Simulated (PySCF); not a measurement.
# CrH4S4−: ligand-field states, part 2 of 3

PySCF 2.14.0. Atoms count from 0. The steps go on from the part before.

### 5 Ligand-field states: state-averaged CASSCF (angle to the S4 axis at 60°) in water

What the job is given:

```
{"job": {"kind": "lf", "basis": {"metal": "x2c-TZVPall", "ligand": "x2c-SVPall"}, "nevpt": true, "solvent": "water", "reuse": true}, "charge": -1, "metal": "Cr", "open_shell": "d3"}
Cr     0.000000     0.000000     0.000000
S      1.368652     1.368652     1.117500
H      0.588365     2.455126     1.242500
S     -1.368652    -1.368652     1.117500
H     -0.588365    -2.455126     1.242500
S     -1.368652     1.368652    -1.117500
H     -2.455126     0.588365    -1.242500
S      1.368652    -1.368652    -1.117500
H      2.455126    -0.588365    -1.242500
```

Method: state-averaged CASSCF of the metal d shell, SC-NEVPT2 on the averaged canonical orbitals, state-interaction spin-orbit coupling.

The program printed:

```text
basis functions 140, electrons 93, active (3e, 5o)
start from the orbitals of the previous structure
stage 1: DIIS on the effective Fock matrix, level shift 0.30
cycle   1  E = -2643.0195055681  dE = -2.643e+03  max|g| = 1.315e+00
cycle   2  E = -2645.2073234626  dE = -2.188e+00  max|g| = 6.951e-01
cycle   3  E = -2645.5545959395  dE = -3.473e-01  max|g| = 7.746e-01
cycle   4  E = -2645.8697104268  dE = -3.151e-01  max|g| = 1.520e-01
cycle   5  E = -2645.9329580504  dE = -6.325e-02  max|g| = 1.021e-01
cycle   6  E = -2645.9486114029  dE = -1.565e-02  max|g| = 8.320e-02
cycle   7  E = -2645.9487506457  dE = -1.392e-04  max|g| = 6.880e-02
cycle   8  E = -2645.9386003847  dE =  1.015e-02  max|g| = 1.424e-01
cycle   9  E = -2645.9085993473  dE =  3.000e-02  max|g| = 2.511e-01
cycle  10  E = -2645.8355365482  dE =  7.306e-02  max|g| = 4.010e-01
cycle  11  E = -2645.6252991264  dE =  2.102e-01  max|g| = 6.693e-01
cycle  12  E = -2645.0577431717  dE =  5.676e-01  max|g| = 1.028e+00
cycle  13  E = -2644.1886373419  dE =  8.691e-01  max|g| = 1.538e+00
cycle  14  E = -2643.0164714080  dE =  1.172e+00  max|g| = 2.119e+00
cycle  15  E = -2641.7030211579  dE =  1.313e+00  max|g| = 2.685e+00
stage 2: quasi-Newton rotations from the point of smallest gradient
cycle  17  E = -2645.9553317782  dE = -6.581e-03  max|g| = 9.555e-02
cycle  18  E = -2645.9616088405  dE = -6.277e-03  max|g| = 1.770e-02
cycle  19  E = -2645.9620472875  dE = -4.384e-04  max|g| = 2.373e-03
cycle  20  E = -2645.9620905354  dE = -4.325e-05  max|g| = 9.586e-04
cycle  21  E = -2645.9620958927  dE = -5.357e-06  max|g| = 2.442e-04
cycle  22  E = -2645.9620961475  dE = -2.548e-07  max|g| = 9.567e-05
cycle  23  E = -2645.9620961905  dE = -4.307e-08  max|g| = 3.459e-05
cycle  24  E = -2645.9620961941  dE = -3.523e-09  max|g| = 1.362e-05
cycle  25  E = -2645.9620961947  dE = -6.953e-10  max|g| = 3.621e-06
converged average energy = -2645.9620961947

 mult deg   label        CASSCF/cm-1   NEVPT2/cm-1
   4   2   4E                  0.0           0.0
   4   1   4B               2968.4        3826.8
   2   1   2A              10582.3        5287.6
   4   1   4A               5295.4        7298.8
   2   1   2B              13121.6       10344.1
   2   2   2E              14595.9       11935.5
   2   2   2E              15704.9       13649.9
   4   2   4E              11953.0       15646.0
   2   1   2A              17797.5       17254.1
   2   1   2B              18575.7       18043.7
   2   2   2E              20600.2       18070.0
   4   1   4A              19405.9       18462.0
   2   1   2A              19106.0       18758.4
   2   1   2A              22591.9       22186.0
   4   2   4E              22624.1       22450.4
   4   1   4B              17419.5       22602.7
   2   1   2B              23829.1       22883.3
   2   1   2A              24415.9       24497.1
   2   1   2B              27003.0       27237.4
   2   2   2E              26551.5       27555.0
   2   2   2E              28236.3       28948.2
   2   1   2B              29587.7       29865.2
   2   2   2E              29434.7       31119.8
   2   1   2A              30987.1       32287.3
   2   1   2A              31532.7       33843.5
   2   1   2B              38377.0       34143.6
   2   1   2B              32466.5       34183.1
   2   1   2B              38888.2       36091.4
   2   2   2E              39148.8       36132.8
   2   2   2E              34903.3       36429.7
   2   1   2A              35096.7       37460.0
   2   1   2A              39764.8       38079.1
   2   2   2E              40810.3       38166.3
   2   1   2A              57117.8       50486.7
   2   1   2B              59505.3       52887.3
   2   1   2B              59899.0       53145.0
   2   2   2E              59848.3       54266.4

spin-orbit levels / cm-1
      0.00  x2  4E 1.00
     88.68  x2  4E 1.00
    171.43  x2  4E 1.00
    257.44  x2  4E 1.00
   3968.80  x2  4B 1.00
   3984.05  x2  4B 1.00
   5400.80  x2  2A 0.98
   7437.58  x2  4A 1.00
   7463.62  x2  4A 0.99
  10483.67  x2  2B 1.00
  12005.70  x2  2E 1.00
  12130.66  x2  2E 0.99
  13749.64  x2  2E 1.00
  13837.26  x2  2E 1.00
  15726.60  x2  4E 1.00
  15785.62  x2  4E 0.99
  15817.58  x2  4E 0.99
  15838.04  x2  4E 1.00
  17361.87  x2  2A 0.95 2E 0.04
  18047.55  x2  2E 0.62 2B 0.24 4A 0.14
  18154.44  x2  2E 0.85 4A 0.09 2A 0.05
  18237.91  x2  2B 0.75 2E 0.16 4A 0.09
  18651.81  x2  4A 0.90 2E 0.09
  18742.82  x2  4A 0.77 2E 0.22
  18911.47  x2  2A 0.99
  22263.23  x2  2A 0.77 4E 0.23
  22540.53  x2  4E 0.87 2A 0.12
  22586.36  x2  4E 0.87 2A 0.10
  22622.91  x2  4E 0.94 4B 0.06
  22660.12  x2  4E 0.95 4B 0.03
```

Run time: 8.6 s. Hardware: 1 thread of AMD EPYC 7R43, shared host; peak memory 0.38 GiB.

Key values:

| quantity | value |
| --- | --- |
| spin-orbit constant ζ | 219 cm⁻¹ |

Powder susceptibility:

| T (K) | χT (cm³ K/mol) | μ(eff) |
| --- | --- | --- |
| 2 | 0.577 | 2.15 |
| 20 | 0.762 | 2.47 |
| 100 | 1.288 | 3.21 |
| 300 | 1.689 | 3.67 |

### 6 Ligand-field states: state-averaged CASSCF (angle to the S4 axis at 65°) in water

What the job is given:

```
{"job": {"kind": "lf", "basis": {"metal": "x2c-TZVPall", "ligand": "x2c-SVPall"}, "nevpt": true, "solvent": "water", "reuse": true}, "charge": -1, "metal": "Cr", "open_shell": "d3"}
Cr     0.000000     0.000000     0.000000
S      1.432314     1.432314     0.944552
H      0.659147     2.525909     1.050206
S     -1.432314    -1.432314     0.944552
H     -0.659147    -2.525909     1.050206
S     -1.432314     1.432314    -0.944552
H     -2.525909     0.659147    -1.050206
S      1.432314    -1.432314    -0.944552
H      2.525909    -0.659147    -1.050206
```

Level: state-averaged CASSCF of the metal d shell, SC-NEVPT2 on the averaged canonical orbitals, state-interaction spin-orbit coupling.

The program printed:

```text
basis functions 140, electrons 93, active (3e, 5o)
start from the orbitals of the previous structure
stage 1: DIIS on the effective Fock matrix, level shift 0.30
cycle   1  E = -2644.9250614773  dE = -2.645e+03  max|g| = 9.692e-01
cycle   2  E = -2645.8182479915  dE = -8.932e-01  max|g| = 2.996e-01
cycle   3  E = -2645.9220674918  dE = -1.038e-01  max|g| = 1.020e-01
cycle   4  E = -2645.6609927086  dE =  2.611e-01  max|g| = 5.221e-01
cycle   5  E = -2645.0745487170  dE =  5.864e-01  max|g| = 9.873e-01
cycle   6  E = -2644.1254810791  dE =  9.491e-01  max|g| = 1.520e+00
cycle   7  E = -2642.9463062050  dE =  1.179e+00  max|g| = 2.014e+00
cycle   8  E = -2641.7372383325  dE =  1.209e+00  max|g| = 2.292e+00
cycle   9  E = -2640.4580672687  dE =  1.279e+00  max|g| = 2.166e+00
cycle  10  E = -2639.3158212573  dE =  1.142e+00  max|g| = 2.765e+00
cycle  11  E = -2638.4169516676  dE =  8.989e-01  max|g| = 3.278e+00
cycle  12  E = -2637.7461093990  dE =  6.708e-01  max|g| = 3.436e+00
cycle  13  E = -2637.6451568562  dE =  1.010e-01  max|g| = 3.376e+00
cycle  14  E = -2637.3257998172  dE =  3.194e-01  max|g| = 3.414e+00
cycle  15  E = -2638.9566467605  dE = -1.631e+00  max|g| = 3.102e+00
stage 2: quasi-Newton rotations from the point of smallest gradient
cycle  17  E = -2645.9478826432  dE = -2.582e-02  max|g| = 1.083e-01
cycle  18  E = -2645.9563349526  dE = -8.452e-03  max|g| = 3.500e-02
cycle  19  E = -2645.9578753642  dE = -1.540e-03  max|g| = 4.701e-03
cycle  20  E = -2645.9579452493  dE = -6.989e-05  max|g| = 1.646e-03
cycle  21  E = -2645.9579563278  dE = -1.108e-05  max|g| = 5.055e-04
cycle  22  E = -2645.9579568697  dE = -5.419e-07  max|g| = 1.334e-04
cycle  23  E = -2645.9579569597  dE = -9.004e-08  max|g| = 2.911e-05
cycle  24  E = -2645.9579569659  dE = -6.137e-09  max|g| = 1.209e-05
cycle  25  E = -2645.9579569664  dE = -5.134e-10  max|g| = 3.674e-06
converged average energy = -2645.9579569664

 mult deg   label        CASSCF/cm-1   NEVPT2/cm-1
   4   2   4E                  0.0           0.0
   4   1   4B               2208.1        3156.5
   2   1   2A              11688.9        6669.1
   4   1   4A               7886.8       10457.7
   2   1   2B              13362.1       10696.6
   2   2   2E              14852.6       12724.0
   2   2   2E              15785.5       13443.5
   2   1   2A              17412.6       16845.7
   2   1   2B              18583.6       18064.4
   4   1   4A              18952.0       18211.0
   2   2   2E              20904.4       18267.2
   2   1   2A              19528.7       18901.5
   4   2   4E              14806.2       19262.4
   2   1   2B              23352.8       22447.4
   4   1   4B              19396.3       25247.1
   2   1   2A              24594.6       25539.9
   4   2   4E              25713.0       26171.8
   2   1   2A              25959.0       26337.9
   2   2   2E              26449.4       27448.5
   2   1   2B              28966.2       28207.3
   2   2   2E              30056.6       31405.9
   2   1   2B              29893.9       31940.5
   2   2   2E              31741.2       33940.9
   2   1   2A              32919.1       34321.6
   2   1   2B              33727.6       35229.4
   2   1   2A              33429.2       35705.6
   2   1   2B              40070.0       37939.6
   2   1   2B              41071.8       37963.5
   2   2   2E              40800.6       38253.0
   2   2   2E              38434.7       40084.8
   2   1   2A              41516.7       40693.5
   2   2   2E              43308.1       40847.1
   2   1   2A              39863.1       42706.1
   2   1   2A              58130.4       52727.0
   2   1   2B              62754.7       56398.5
   2   2   2E              62871.6       59080.8
   2   1   2B              65254.3       59809.1

spin-orbit levels / cm-1
      0.00  x2  4E 1.00
     93.45  x2  4E 1.00
    181.27  x2  4E 1.00
    273.57  x2  4E 1.00
   3308.77  x2  4B 1.00
   3325.33  x2  4B 0.99
   6800.62  x2  2A 0.99
  10599.06  x2  4A 1.00
  10615.06  x2  4A 0.99
  10843.81  x2  2B 1.00
  12807.64  x2  2E 1.00
  12931.15  x2  2E 0.99
  13550.42  x2  2E 1.00
  13650.37  x2  2E 1.00
  16977.41  x2  2A 0.98
  18083.34  x2  2E 0.38 4A 0.38 2B 0.23
  18228.55  x2  4A 0.58 2E 0.41
  18236.36  x2  2B 0.73 4A 0.21 2E 0.05
  18531.60  x2  2E 0.57 4A 0.41
  18672.74  x2  2E 0.56 4A 0.40
  19022.66  x2  2A 0.92 4E 0.07
  19364.66  x2  4E 0.99
  19409.53  x2  4E 0.99
  19449.32  x2  4E 0.98
  19494.86  x2  4E 0.93 2A 0.07
  22615.48  x2  2B 0.99
  25396.38  x2  4B 1.00
  25411.45  x2  4B 0.99
  25675.91  x2  2A 0.97
  26129.52  x2  4E 0.72 2A 0.26
```

Wall time 8.5 s (1 thread of AMD EPYC 7R43, shared host); peak memory 0.38 GiB.

Warnings kept with the result: strongly covalent, metal-shell active space is small for this complex.

From this job:

| quantity | value |
| --- | --- |
| spin-orbit constant ζ | 220 cm⁻¹ |

Powder susceptibility:

| T (K) | χT (cm³ K/mol) | μ(eff) |
| --- | --- | --- |
| 2 | 0.562 | 2.12 |
| 20 | 0.734 | 2.42 |
| 100 | 1.247 | 3.16 |
| 300 | 1.672 | 3.66 |

### 7 Ligand-field states: state-averaged CASSCF (angle to the S4 axis at 72°) in water

What the job is given:

```
{"job": {"kind": "lf", "basis": {"metal": "x2c-TZVPall", "ligand": "x2c-SVPall"}, "nevpt": true, "solvent": "water", "reuse": true}, "charge": -1, "metal": "Cr", "open_shell": "d3"}
Cr     0.000000     0.000000     0.000000
S      1.503034     1.503034     0.690653
H      0.737778     2.604540     0.767907
S     -1.503034    -1.503034     0.690653
H     -0.737778    -2.604540     0.767907
S     -1.503034     1.503034    -0.690653
H     -2.604540     0.737778    -0.767907
S      1.503034    -1.503034    -0.690653
H      2.604540    -0.737778    -0.767907
```

Level: state-averaged CASSCF of the metal d shell, SC-NEVPT2 on the averaged canonical orbitals, state-interaction spin-orbit coupling.

The program printed:

```text
basis functions 140, electrons 93, active (3e, 5o)
start from the orbitals of the previous structure
stage 1: DIIS on the effective Fock matrix, level shift 0.30
cycle   1  E = -2644.1029241380  dE = -2.644e+03  max|g| = 1.202e+00
cycle   2  E = -2645.6557928530  dE = -1.553e+00  max|g| = 3.796e-01
cycle   3  E = -2645.8396402218  dE = -1.838e-01  max|g| = 2.736e-01
cycle   4  E = -2645.6877850267  dE =  1.519e-01  max|g| = 6.342e-01
cycle   5  E = -2645.5773949219  dE =  1.104e-01  max|g| = 7.581e-01
cycle   6  E = -2645.3191801337  dE =  2.582e-01  max|g| = 8.706e-01
cycle   7  E = -2644.6434825989  dE =  6.757e-01  max|g| = 1.383e+00
cycle   8  E = -2643.5105544401  dE =  1.133e+00  max|g| = 1.944e+00
cycle   9  E = -2642.8634859633  dE =  6.471e-01  max|g| = 2.016e+00
cycle  10  E = -2642.2340719703  dE =  6.294e-01  max|g| = 2.170e+00
cycle  11  E = -2641.9227571766  dE =  3.113e-01  max|g| = 2.070e+00
cycle  12  E = -2642.3826835299  dE = -4.599e-01  max|g| = 1.764e+00
cycle  13  E = -2643.2315861554  dE = -8.489e-01  max|g| = 1.828e+00
cycle  14  E = -2644.1094619194  dE = -8.779e-01  max|g| = 1.295e+00
cycle  15  E = -2644.5045407782  dE = -3.951e-01  max|g| = 1.164e+00
stage 2: quasi-Newton rotations from the point of smallest gradient
cycle  18  E = -2645.9090978981  dE = -6.946e-02  max|g| = 1.248e-01
cycle  19  E = -2645.9431590864  dE = -3.406e-02  max|g| = 3.763e-02
cycle  20  E = -2645.9457217927  dE = -2.563e-03  max|g| = 1.020e-02
cycle  21  E = -2645.9459854989  dE = -2.637e-04  max|g| = 2.772e-03
cycle  22  E = -2645.9460190169  dE = -3.352e-05  max|g| = 1.078e-03
cycle  23  E = -2645.9460221992  dE = -3.182e-06  max|g| = 3.020e-04
cycle  24  E = -2645.9460224835  dE = -2.842e-07  max|g| = 7.051e-05
cycle  25  E = -2645.9460225033  dE = -1.980e-08  max|g| = 1.519e-05
cycle  26  E = -2645.9460225050  dE = -1.788e-09  max|g| = 5.008e-06
converged average energy = -2645.9460225050

 mult deg   label        CASSCF/cm-1   NEVPT2/cm-1
   4   2   4E                  0.0           0.0
   4   1   4B               1463.9        2725.2
   2   1   2A              13161.4        8552.3
   2   1   2B              13548.4       10808.0
   4   1   4A               9371.7       11533.2
   2   2   2E              16062.0       13513.0
   2   2   2E              15067.4       13576.5
   2   1   2A              17175.1       16717.7
   2   1   2B              18462.7       18124.8
   2   2   2E              21127.6       18562.1
   2   1   2A              19213.8       18900.5
   4   1   4A              20815.5       21387.4
   2   1   2B              22581.5       21795.5
   4   2   4E              18929.5       24418.8
   2   1   2A              24508.1       25003.6
   2   2   2E              25229.6       26054.9
   2   1   2B              27989.2       27368.2
   4   1   4B              22552.3       29491.6
   4   2   4E              30393.6       31826.3
   2   1   2A              30788.7       32392.9
   2   2   2E              33068.2       34410.4
   2   1   2B              35253.0       35822.8
   2   1   2B              33676.9       36181.9
   2   1   2A              35576.8       37760.7
   2   2   2E              35461.9       38553.2
   2   1   2A              36948.2       39359.1
   2   1   2B              42059.7       41664.5
   2   2   2E              43567.0       42847.9
   2   2   2E              42806.0       43307.4
   2   1   2B              45789.5       44528.5
   2   1   2A              44937.9       45217.7
   2   2   2E              47515.3       46053.7
   2   1   2A              45835.0       47747.6
   2   1   2A              61753.3       59543.0
   2   1   2B              67587.0       61886.5
   2   2   2E              69001.3       68089.9
   2   1   2B              74737.2       71017.1

spin-orbit levels / cm-1
      0.00  x2  4E 0.99
     98.40  x2  4E 1.00
    191.50  x2  4E 1.00
    290.86  x2  4E 1.00
   2888.37  x2  4B 1.00
   2905.97  x2  4B 0.99
   8689.12  x2  2A 0.99
  10963.24  x2  2B 1.00
  11677.86  x2  4A 0.99
  11698.74  x2  4A 0.99
  13626.03  x2  2E 0.96 2E 0.04
  13657.68  x2  2E 0.71 2E 0.29
  13756.59  x2  2E 0.71 2E 0.29
  13787.00  x2  2E 0.95 2E 0.04
  16866.26  x2  2A 0.99
  18270.53  x2  2B 0.94 2E 0.05
  18705.09  x2  2E 0.97
  18728.10  x2  2E 0.93 2B 0.05
  19070.64  x2  2A 0.98
  21544.71  x2  4A 0.99
  21560.17  x2  4A 0.99
  21976.59  x2  2B 0.99
  24513.94  x2  4E 0.99
  24565.30  x2  4E 1.00
  24598.73  x2  4E 0.99
  24633.92  x2  4E 0.99
  25163.42  x2  2A 0.99
  26171.23  x2  2E 0.99
  26264.76  x2  2E 1.00
  27540.91  x2  2B 0.99
```

It took 8.4 s on 1 thread of AMD EPYC 7R43, shared host; peak memory 0.37 GiB.

Warnings kept with the result: strongly covalent, metal-shell active space is small for this complex.

In short:

| quantity | value |
| --- | --- |
| spin-orbit constant ζ | 223 cm⁻¹ |

Powder susceptibility:

| T (K) | χT (cm³ K/mol) | μ(eff) |
| --- | --- | --- |
| 2 | 0.543 | 2.08 |
| 20 | 0.702 | 2.37 |
| 100 | 1.201 | 3.10 |
| 300 | 1.651 | 3.63 |

### 8 Ligand-field states: state-averaged CASSCF (angle to the S4 axis at 80°) in water

What the job is given:

```
{"job": {"kind": "lf", "basis": {"metal": "x2c-TZVPall", "ligand": "x2c-SVPall"}, "nevpt": true, "solvent": "water", "reuse": true}, "charge": -1, "metal": "Cr", "open_shell": "d3"}
Cr     0.000000     0.000000     0.000000
S      1.556374     1.556374     0.388104
H      0.797084     2.663846     0.431516
S     -1.556374    -1.556374     0.388104
H     -0.797084    -2.663846     0.431516
S     -1.556374     1.556374    -0.388104
H     -2.663846     0.797084    -0.431516
S      1.556374    -1.556374    -0.388104
H      2.663846    -0.797084    -0.431516
```

With the program's defaults for keys left out, this is: state-averaged CASSCF of the metal d shell, SC-NEVPT2 on the averaged canonical orbitals, state-interaction spin-orbit coupling.

The program printed:

```text
basis functions 140, electrons 93, active (3e, 5o)
start from the orbitals of the previous structure
stage 1: DIIS on the effective Fock matrix, level shift 0.30
cycle   1  E = -2643.6636925920  dE = -2.644e+03  max|g| = 1.492e+00
cycle   2  E = -2645.5207426662  dE = -1.857e+00  max|g| = 4.846e-01
cycle   3  E = -2645.7731564615  dE = -2.524e-01  max|g| = 3.943e-01
cycle   4  E = -2645.7124177730  dE =  6.074e-02  max|g| = 5.246e-01
cycle   5  E = -2645.7738550173  dE = -6.144e-02  max|g| = 4.710e-01
cycle   6  E = -2645.8760280889  dE = -1.022e-01  max|g| = 2.249e-01
cycle   7  E = -2645.9126259160  dE = -3.660e-02  max|g| = 1.134e-01
cycle   8  E = -2645.9038973313  dE =  8.729e-03  max|g| = 1.127e-01
cycle   9  E = -2645.9254377348  dE = -2.154e-02  max|g| = 5.779e-02
cycle  10  E = -2645.9106506652  dE =  1.479e-02  max|g| = 1.186e-01
cycle  11  E = -2645.8273831897  dE =  8.327e-02  max|g| = 3.515e-01
cycle  12  E = -2645.5166398362  dE =  3.107e-01  max|g| = 8.009e-01
cycle  13  E = -2644.7841768594  dE =  7.325e-01  max|g| = 1.287e+00
cycle  14  E = -2643.6634295938  dE =  1.121e+00  max|g| = 1.796e+00
cycle  15  E = -2642.4920016056  dE =  1.171e+00  max|g| = 1.769e+00
stage 2: quasi-Newton rotations from the point of smallest gradient
cycle  17  E = -2645.9260929248  dE = -6.552e-04  max|g| = 6.840e-02
cycle  18  E = -2645.9289647357  dE = -2.872e-03  max|g| = 5.532e-03
cycle  19  E = -2645.9290165122  dE = -5.178e-05  max|g| = 1.410e-03
cycle  20  E = -2645.9290289595  dE = -1.245e-05  max|g| = 3.652e-04
cycle  21  E = -2645.9290294505  dE = -4.909e-07  max|g| = 1.226e-04
cycle  22  E = -2645.9290295652  dE = -1.147e-07  max|g| = 2.672e-05
cycle  23  E = -2645.9290295689  dE = -3.674e-09  max|g| = 1.166e-05
cycle  24  E = -2645.9290295694  dE = -5.343e-10  max|g| = 2.374e-06
converged average energy = -2645.9290295694

 mult deg   label        CASSCF/cm-1   NEVPT2/cm-1
   4   2   4E                  0.0           0.0
   4   1   4B               1142.8        2947.9
   4   1   4A               8834.1       10331.5
   2   1   2A              14430.0       10354.4
   2   1   2B              13598.7       10516.3
   2   2   2E              15104.8       13769.3
   2   2   2E              16522.0       14275.3
   2   1   2A              17385.2       17059.1
   2   1   2B              18502.3       18592.4
   2   2   2E              21284.4       19037.3
   2   1   2A              18907.9       19211.0
   2   1   2B              21892.2       21300.6
   2   1   2A              23791.9       23936.9
   2   2   2E              24094.9       24700.2
   2   1   2B              26796.6       26066.1
   4   1   4A              24939.5       26967.6
   4   2   4E              23069.1       29541.6
   4   1   4B              26163.3       34374.8
   2   2   2E              35654.0       36002.3
   2   1   2B              36623.1       36116.5
   4   2   4E              35427.0       38027.4
   2   1   2A              36016.3       38423.6
   2   1   2A              37485.0       39124.5
   2   1   2B              37425.0       40402.7
   2   2   2E              39397.8       43581.7
   2   2   2E              45436.6       44833.2
   2   1   2A              41496.8       45168.4
   2   1   2B              44591.3       46547.0
   2   2   2E              48034.5       49988.5
   2   1   2A              49070.6       50354.2
   2   1   2A              50084.2       51172.1
   2   1   2B              51034.0       51679.6
   2   2   2E              52477.7       52449.9
   2   1   2B              73061.2       68233.3
   2   1   2A              68167.9       69520.1
   2   2   2E              76820.4       78731.3
   2   1   2B              85435.7       83537.7

spin-orbit levels / cm-1
      0.00  x2  4E 1.00
    102.43  x2  4E 1.00
    200.45  x2  4E 1.00
    304.16  x2  4E 1.00
   3116.55  x2  4B 1.00
   3132.73  x2  4B 0.99
  10351.51  x2  4A 0.51 2A 0.48
  10483.70  x2  4A 1.00
  10647.02  x2  2A 0.51 4A 0.49
  10679.35  x2  2B 1.00
  13897.99  x2  2E 0.99
  13955.85  x2  2E 0.98
  14408.71  x2  2E 0.98
  14497.03  x2  2E 0.98
  17214.91  x2  2A 0.99
  18749.09  x2  2B 0.95 2E 0.04
  19191.41  x2  2E 0.95 2A 0.04
  19203.25  x2  2E 0.94 2B 0.05
  19391.98  x2  2A 0.95 2E 0.04
  21503.56  x2  2B 0.98
  24099.34  x2  2A 0.99
  24832.43  x2  2E 1.00
  24913.06  x2  2E 0.99
  26239.10  x2  2B 0.99
  27119.58  x2  4A 0.99
  27130.13  x2  4A 1.00
  29640.49  x2  4E 1.00
  29691.70  x2  4E 1.00
  29732.30  x2  4E 1.00
  29773.68  x2  4E 1.00
```

Run time: 8.7 s. Hardware: 1 thread of AMD EPYC 7R43, shared host; peak memory 0.36 GiB.

Warnings kept with the result: strongly covalent, metal-shell active space is small for this complex.

From this job:

| quantity | value |
| --- | --- |
| spin-orbit constant ζ | 227 cm⁻¹ |

Powder susceptibility:

| T (K) | χT (cm³ K/mol) | μ(eff) |
| --- | --- | --- |
| 2 | 0.514 | 2.03 |
| 20 | 0.670 | 2.31 |
| 100 | 1.170 | 3.06 |
| 300 | 1.641 | 3.62 |

[end of part 2 of 3]
